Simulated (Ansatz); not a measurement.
# CH5BCl2O: the cost of one run

Program: Ansatz 0.2.0. Level of theory: UKS revPBE-D4/6-31G*. These are calculated values, not measurements.

1 further run of the same task is left out (it didn't finish).

### Step 1. Starting point

Bond lengths: B1–Cl3 1.730 Å, B1–Cl4 1.731 Å, B1–O6 1.749 Å, O6–C7 1.410 Å, C7–H8 1.091 Å, C7–H9 1.094 Å, C7–H10 1.091 Å. Angles: Cl3–B1–Cl4 122.0°, Cl3–B1–O6 112.8°, Cl4–B1–O6 110.3°, B1–O6–C7 120.8°, O6–C7–H8 107.3°, O6–C7–H9 111.5°, O6–C7–H10 109.5°, H8–C7–H9 109.8°, H8–C7–H10 109.7°, H9–C7–H10 109.0°.

Structure file:

```xyz
10

B    -1.2421    0.5044   -0.1533
H    -1.6845   -0.4665    0.9235
Cl   -1.3621   -0.2105   -1.7236
Cl   -1.6960    2.1485    0.1421
H    -0.7157   -0.5420    1.0934
O     0.2717    0.1393    0.6435
C     1.3864   -0.3093   -0.0951
H     2.1355   -0.6496    0.6211
H     1.1175   -1.1299   -0.7674
H     1.7892    0.5155   -0.6841
```

### Step 2. A restrained relaxation towards end A

Springs on the bonds that form and break draw the guess towards this end; the thresholds are loose.

The input, input.yaml:

```yaml
crystal:
  periodic: [false, false, false]
  atoms:
    - { symbol: B, position_ang: [-1.2421, 0.5044, -0.1533] }
    - { symbol: H, position_ang: [-1.6845, -0.4665, 0.9235] }
    - { symbol: Cl, position_ang: [-1.3621, -0.2105, -1.7236] }
    - { symbol: Cl, position_ang: [-1.696, 2.1485, 0.1421] }
    - { symbol: H, position_ang: [-0.7157, -0.542, 1.0934] }
    - { symbol: O, position_ang: [0.2717, 0.1393, 0.6435] }
    - { symbol: C, position_ang: [1.3864, -0.3093, -0.0951] }
    - { symbol: H, position_ang: [2.1355, -0.6496, 0.6211] }
    - { symbol: H, position_ang: [1.1175, -1.1299, -0.7674] }
    - { symbol: H, position_ang: [1.7892, 0.5155, -0.6841] }
magnetization:
  spin_polarized: true
basis:
  gaussian: { orbitals: "6-31G*" }
hamiltonian:
  xc: revpbe
  dispersion: d4
relax:
  f_tol: 0.15
  max_steps: 25
  restrain:
    - { distance: [0, 5], at: 2.8, k: 30.0 }
    - { distance: [4, 1], at: 1.92, k: 30.0 }
    - { distance: [0, 1], at: 1.15, k: 30.0 }
    - { distance: [4, 5], at: 0.97, k: 30.0 }
```

Run with:

```sh
$ ansatz run input.yaml --threads 2 --pin off --max-ram 3072MiB --backend cpu --events-out ev --progress --plain --runs-dir out
```

Q: Estimate wall time and peak memory on 2 threads of AMD EPYC 9R14 (Zen 4), shared host.

About 28 s, with a peak of 0.2 GiB.
